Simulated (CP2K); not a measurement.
# Cu3O2 (I4/mmm) in CP2K: relaxation of cell and atoms with LDA

Aim: the relaxation of cell and atoms of Cu3O2 with LDA.

Program: CP2K 2026.2. These are calculated values, not measurements. Logs are shortened: lines on timing, memory, paths and dates and some standing lists are left out, and cuts for length are marked.

## 1. The crystal as given

The structure is tetragonal, space group I4/mmm (No. 139). The conventional cell has a = 4.046 Å, b = 4.046 Å, c = 7.347 Å, α = 90.00°, β = 90.00°, γ = 90.00°. Around Cu (site symmetry 4/mmm) lie 4 O at 2.02 Å. Cu (site symmetry -4m2) has 2 O at 1.84 Å as nearest neighbours. O (site symmetry mmm) is surrounded by 4 Cu at 1.84 to 2.02 Å.

The cell comes from a database or a generator and needn't be the stable form of this composition.

## 2. Relaxation of cell and atoms, LDA

Input file cu3o2_vcrelax.inp:

```
&GLOBAL
  PROJECT cu3o2_vcrelax
  RUN_TYPE CELL_OPT
  PRINT_LEVEL LOW
&END GLOBAL
&FORCE_EVAL
  METHOD QS
  STRESS_TENSOR ANALYTICAL
  &DFT
    BASIS_SET_FILE_NAME BASIS_MOLOPT_UZH
    POTENTIAL_FILE_NAME GTH_POTENTIALS
    &MGRID
      CUTOFF 600
      REL_CUTOFF 60
      NGRIDS 5
    &END MGRID
    &QS
      METHOD GPW
      EPS_DEFAULT 1.0E-9
      EXTRAPOLATION USE_PREV_P
    &END QS
    &KPOINTS
      SCHEME MONKHORST-PACK 7 7 7
      GAMMA_CENTERED T
    &END KPOINTS
    &SCF
      SCF_GUESS ATOMIC
      EPS_SCF 1.0E-6
      MAX_SCF 100
      ADDED_MOS 25
      CHOLESKY OFF
      EPS_EIGVAL 1.0E-7
      &DIAGONALIZATION ON
        ALGORITHM STANDARD
      &END DIAGONALIZATION
      &MIXING ON
        METHOD BROYDEN_MIXING
        ALPHA 0.4
        BETA 1.5
        NBUFFER 8
      &END MIXING
      &SMEAR ON
        METHOD FERMI_DIRAC
        ELECTRONIC_TEMPERATURE [K] 580.226
      &END SMEAR
    &END SCF
    &XC
      &XC_FUNCTIONAL
        &LDA_X
        &END LDA_X
        &LDA_C_PW
        &END LDA_C_PW
      &END XC_FUNCTIONAL
    &END XC
    &PRINT
      &KPOINTS ON
      &END KPOINTS
      &MULLIKEN ON
        &EACH
          CELL_OPT 0
        &END EACH
        ADD_LAST NUMERIC
      &END MULLIKEN
      &MO ON
        ENERGIES T
        OCCUPATION_NUMBERS T
        &EACH
          QS_SCF 0
          CELL_OPT 0
        &END EACH
        ADD_LAST NUMERIC
      &END MO
    &END PRINT
  &END DFT
  &SUBSYS
    &CELL
      ABC 4.6562188745 4.6562188745 4.6562188745
      ALPHA_BETA_GAMMA 128.4970000401 128.4970000400 75.8212795842
      PERIODIC XYZ
    &END CELL
    &COORD
      SCALED
      Cu  0.0000000000 0.0000000000 0.0000000000
      Cu  0.7500000000 0.2500000000 0.5000000000
      Cu  0.2500000000 0.7500000000 0.5000000000
      O   0.5000000000 0.0000000000 0.5000000000
      O   0.0000000000 0.5000000000 0.5000000000
    &END COORD
    &KIND Cu
      BASIS_SET TZVP-MOLOPT-PBE-GTH-q11
      POTENTIAL GTH-PADE-q11
    &END KIND
    &KIND O
      BASIS_SET TZVP-MOLOPT-PBE-GTH-q6
      POTENTIAL GTH-PADE-q6
    &END KIND
    &PRINT
      &ATOMIC_COORDINATES ON
      &END ATOMIC_COORDINATES
      &CELL ON
      &END CELL
    &END PRINT
  &END SUBSYS
  &PRINT
    &FORCES ON
    &END FORCES
    &STRESS_TENSOR ON
    &END STRESS_TENSOR
  &END PRINT
&END FORCE_EVAL
&MOTION
  &CELL_OPT
    OPTIMIZER BFGS
    MAX_ITER 40
    MAX_FORCE [eV*angstrom^-1] 0.05
    RMS_FORCE [eV*angstrom^-1] 0.05
    MAX_DR 1.0E-2
    RMS_DR 1.0E-2
    EXTERNAL_PRESSURE [bar] 0.0
    PRESSURE_TOLERANCE [bar] 200
    KEEP_SPACE_GROUP T
  &END CELL_OPT
  &PRINT
    &TRAJECTORY ON
    &END TRAJECTORY
    &CELL ON
    &END CELL
    &FORCES ON
    &END FORCES
    &STRESS ON
    &END STRESS
    &RESTART OFF
    &END RESTART
    &RESTART_HISTORY OFF
    &END RESTART_HISTORY
  &END PRINT
&END MOTION
```

Potentials or basis: GTH_POTENTIALS Cu GTH-PADE-q11, O GTH-PADE-q6; TZVP-MOLOPT-PBE-GTH basis.

On the command line:

```sh
> OMP_NUM_THREADS=1 mpirun -n 3 cp2k.psmp -i cu3o2_vcrelax.inp -o cu3o2_vcrelax.out
```

cu3o2_vcrelax.out:

```text

 CP2K| version string:                                       CP2K version 2026.2
 CP2K| Input file name                                         cu3o2_vcrelax.inp

 GLOBAL| Force Environment number                                              1
 GLOBAL| Basis set file name                                    BASIS_MOLOPT_UZH
 GLOBAL| Potential file name                                      GTH_POTENTIALS
 GLOBAL| MM Potential file name                                     MM_POTENTIAL
 GLOBAL| Coordinate file name                                      __STD_INPUT__
 GLOBAL| Method name                                                        CP2K
 GLOBAL| Project name                                              cu3o2_vcrelax
 GLOBAL| Run type                                                       CELL_OPT
 GLOBAL| FFT library                                                       FFTW3
 GLOBAL| Diagonalization library                                       ScaLAPACK
 GLOBAL| Cholesky decomposition library                                ScaLAPACK
 GLOBAL| DGEMM library                                                      BLAS
 GLOBAL| Direct generalized diagonalization requested                          F
 GLOBAL| Matrix multiplication library                                 ScaLAPACK
 GLOBAL| Global print level                                                  LOW
 GLOBAL| Total number of message passing processes                             3
 GLOBAL| Number of threads for this process                                    1
 GLOBAL| CPU model name                                                  UNKNOWN

 CELL| Volume [angstrom^3]:                                            60.136466
 CELL| Vector a [angstrom]:       4.656     0.000     0.000   |a| =     4.656219
 CELL| Vector b [angstrom]:       1.141     4.514     0.000   |b| =     4.656219
 CELL| Vector c [angstrom]:      -2.898    -2.257     2.861   |c| =     4.656219
 CELL| Angle (b,c), alpha [degree]:                                   128.497000
 CELL| Angle (a,c), beta  [degree]:                                   128.497000
 CELL| Angle (a,b), gamma [degree]:                                    75.821280
 CELL| Numerically orthorhombic:                                              NO
 CELL| Periodicity                                                           XYZ

 CELL_REF| Volume [angstrom^3]:                                        60.136466
 CELL_REF| Vector a [angstrom     4.656     0.000     0.000   |a| =     4.656219
 CELL_REF| Vector b [angstrom     1.141     4.514     0.000   |b| =     4.656219
 CELL_REF| Vector c [angstrom    -2.898    -2.257     2.861   |c| =     4.656219
 CELL_REF| Angle (b,c), alpha [degree]:                               128.497000
 CELL_REF| Angle (a,c), beta  [degree]:                               128.497000
 CELL_REF| Angle (a,b), gamma [degree]:                                75.821280
 CELL_REF| Numerically orthorhombic:                                          NO
 CELL_REF| Periodicity                                                       XYZ
[... 10 lines left out ...]

  Total number of            - Atomic kinds:                                   2
                             - Atoms:                                          5
                             - Shell sets:                                     5
                             - Shells:                                        44
                             - Primitive Cartesian functions:                 28
                             - Cartesian basis functions:                    156
                             - Spherical basis functions:                    136

  Maximum angular momentum of- Orbital basis functions:                        3
                             - Local part of the GTH pseudopotential:          2
                             - Non-local part of the GTH pseudopotential:      4

 MODULE QUICKSTEP: ATOMIC COORDINATES IN ANGSTROM

   Atom Kind Element         X             Y             Z       Z(eff)     Mass
      1    1 Cu   29      0.000000      0.000000      0.000000  11.0000  63.5460
      2    1 Cu   29      2.328109     -0.000000      1.430464  11.0000  63.5460
      3    1 Cu   29      0.570264      2.257187      1.430464  11.0000  63.5460
      4    2 O     8      0.878923     -1.128593      1.430464   6.0000  15.9994
      5    2 O     8     -0.878923      1.128593      1.430464   6.0000  15.9994

 SCF PARAMETERS         Density guess:                                    ATOMIC
                        --------------------------------------------------------
                        max_scf:                                             100
[... 7 lines left out ...]
                        --------------------------------------------------------
                        level_shift [a.u.]:                             0.000000
                        added MOs                                        25    0
                        --------------------------------------------------------
                        Mixing method:                            BROYDEN_MIXING
[... 323 lines left out ...]
 OPT| Maximum gradient is converged                                           NO
 OPT|
 OPT| RMS gradient                                                  0.0057936465
 OPT| Convergence limit for RMS gradient                            0.0009723453
 OPT| RMS gradient is converged                                               NO
 OPT|
 OPT| Pressure deviation [bar]                                 -81930.9594165462
 OPT| Pressure tolerance [bar]                                    200.0000000000
 OPT| Pressure is converged                                                   NO
 OPT| **************************************************************************
[... 107 lines left out ...]
 OPT| Total energy [hartree]                                     -176.2317465663
 OPT| Internal pressure [bar]                                   18080.8273607214
 OPT| Effective energy change [hartree]                            -0.0032416390
 OPT| Predicted energy change [hartree]                            -0.0038970911
 OPT| Scaling factor                                                0.0000000000
 OPT| Step size                                                     0.2035761255
 OPT| Trust radius                                                  0.4724315332
 OPT| Decrease in energy                                                     YES
 OPT|
 OPT| Maximum step size                                             0.2035761255
 OPT| Convergence limit for maximum step size                       0.0100000000
 OPT| Maximum step size is converged                                          NO
 OPT|
 OPT| RMS step size                                                 0.0640618190
 OPT| Convergence limit for RMS step size                           0.0100000000
 OPT| RMS step size is converged                                              NO
 OPT|
 OPT| Maximum gradient                                              0.0035189857
 OPT| Convergence limit for maximum gradient                        0.0009723453
 OPT| Maximum gradient is converged                                           NO
 OPT|
 OPT| RMS gradient                                                  0.0011984587
 OPT| Convergence limit for RMS gradient                            0.0009723453
 OPT| RMS gradient is converged                                               NO
 OPT|
 OPT| Pressure deviation [bar]                                  18080.8273607214
 OPT| Pressure tolerance [bar]                                    200.0000000000
 OPT| Pressure is converged                                                   NO
 OPT| **************************************************************************
[... 5 lines left out ...]
 CELL| Volume [angstrom^3]:                                            56.093263
 CELL| Vector a [angstrom]:       4.581     0.000     0.000   |a| =     4.581370
 CELL| Vector b [angstrom]:       1.129     4.440     0.000   |b| =     4.581378
 CELL| Vector c [angstrom]:      -2.898    -2.257     2.758   |c| =     4.593305
 CELL| Angle (b,c), alpha [degree]:                                   129.179289
 CELL| Angle (a,c), beta  [degree]:                                   129.121659
 CELL| Angle (a,b), gamma [degree]:                                    75.730039
 CELL| Numerically orthorhombic:                                              NO
 CELL| Periodicity                                                           XYZ

 *** WARNING in qs_wf_history_methods.F:805 :: Change in cell ***
 *** neighborlist: might affect quality of initial guess      ***

 *** WARNING in qs_wf_history_methods.F:805 :: Change in cell ***
 *** neighborlist: might affect quality of initial guess      ***

 [... this warning repeats ...]

 Extrapolation method: previous_p

 Number of electrons:                                                         45
 Number of occupied orbitals:                                                 23
 Number of molecular orbitals:                                                48
[... 926 lines left out ...]
 OPT|
 OPT| RMS step size                                                 0.0001930749
 OPT| Convergence limit for RMS step size                           0.0100000000
 OPT| RMS step size is converged                                             YES
 OPT|
 OPT| Maximum gradient                                              0.0000028928
 OPT| Convergence limit for maximum gradient                        0.0009723453
 OPT| Maximum gradient is converged                                          YES
 OPT|
 OPT| RMS gradient                                                  0.0000010097
 OPT| Convergence limit for RMS gradient                            0.0009723453
 OPT| RMS gradient is converged                                              YES
 OPT|
 OPT| Pressure deviation [bar]                                    -13.2242965452
 OPT| Pressure tolerance [bar]                                    200.0000000000
 OPT| Pressure is converged                                                  YES
 OPT| **************************************************************************

 *******************************************************************************
 ***                    GEOMETRY OPTIMIZATION COMPLETED                      ***
 *******************************************************************************

 write_final_structure: Optimization converged, writing XYZ file gladly:
  cu3o2_vcrelax-FINAL-1_9.xyz

 write_final_structure: Optimization converged, writing CIF file gladly:
  cu3o2_vcrelax-FINAL-1_9.cif

 write_final_structure: Done!

                    Reevaluating energy at the minimum

 CELL| Volume [angstrom^3]:                                            55.875399
 CELL| Vector a [angstrom]:       4.591     0.000     0.000   |a| =     4.591397
 CELL| Vector b [angstrom]:       1.152     4.445     0.000   |b| =     4.591456
 CELL| Vector c [angstrom]:      -2.898    -2.257     2.738   |c| =     4.581288
 CELL| Angle (b,c), alpha [degree]:                                   129.458921
 CELL| Angle (a,c), beta  [degree]:                                   129.239778
 CELL| Angle (a,b), gamma [degree]:                                    75.475234
 CELL| Numerically orthorhombic:                                              NO
 CELL| Periodicity                                                           XYZ
[... 785 lines left out ...]
 MO|     47               1.384511              37.674470               0.000000
 MO|     48               1.405418              38.243374               0.000000
 MO| Sum:                                                              45.999918
 MO| E(Fermi):            0.163426 a.u.          4.447042 eV

 [... the levels of further k-points ...]

 !-----------------------------------------------------------------------------!
                     Mulliken Population Analysis

 #  Atom  Element  Kind  Atomic population                           Net charge
       1     Cu       1         10.610232                              0.389768
       2     Cu       1         10.646003                              0.353997
       3     Cu       1         10.646083                              0.353917
       4     O        2          6.552125                             -0.552125
       5     O        2          6.545558                             -0.545558
 # Total charge                             45.000000                  0.000000

 !-----------------------------------------------------------------------------!

 ENERGY| Total FORCE_EVAL ( QS ) energy [hartree]           -176.231915478814045
```

It took 19 min on 3 MPI ranks of Arm Neoverse V1, shared host.

What came out:

- Free energy: -4795.5143 eV
- Energy gained by relaxing: 23.0 meV/atom
- Ionic steps: 11
- Pressure after relaxing: 0.0 GPa
- Largest force after relaxing: 0.035 eV/Å
- Band gap on the k mesh: none (metal or under the smearing width)
- Mulliken charges: Cu +0.39, +0.35; O -0.55 e

Forces on the atoms (eV/Å):
```
Cu   0.000  0.000  0.000
Cu   0.001 -0.035 -0.001
Cu  -0.001  0.035  0.001
O    0.000  0.000  0.000
O    0.000  0.000  0.000
```

Stress tensor (GPa, compression positive):
```
-0.43  0.54  0.14
 0.54 -0.71  0.38
 0.14  0.38  1.06
```

The path:
| step | energy change (eV) | largest force (eV/Å) | volume (Å³) |
| --- | --- | --- | --- |
| 1 | 0.0000 | 0.0001 | 60.14 |
| 2 | -0.0221 | 0.0026 | 59.71 |
| 3 | -0.1103 | 0.0463 | 55.49 |
| 4 | -0.1143 | 0.0373 | 56.09 |
| 5 | -0.1144 | 0.0376 | 56.04 |
| 6 | -0.1146 | 0.0377 | 55.82 |
| 7 | -0.1147 | 0.0366 | 55.76 |
| 8 | -0.1147 | 0.0352 | 55.82 |
| 9 | -0.1149 | 0.0347 | 55.87 |
| 10 | -0.1149 | 0.0346 | 55.88 |
| 11 | -0.1149 | 0.0346 | 55.88 |

Levels at points of the mesh, in eV from the Fermi level:
```csv
k point,band 19,band 20,band 21,band 22,band 23,band 24,band 25,band 26
"(0.00, 0.00, 0.00)",-1.68,-1.44,-1.03,-0.97,0.48,0.50,5.16,5.38
```

Caveat: Mulliken charges move with the basis; more than 0.5 GPa of stress was left at the end, so the final cell isn't listed; the basis of atomic orbitals isn't converged, which shifts pressures, moduli and gaps; an odd number of electrons without spin polarisation forces a metal; a magnetic or distorted state may lie lower; the run has no spin polarisation, though such a crystal can be magnetic; semilocal functionals often make such compounds metallic where correlation or magnetic order opens a gap, which also shifts bond lengths. With open d or f shells a metallic result of LDA can be an artefact of self-interaction; +U or a hybrid may open a gap.
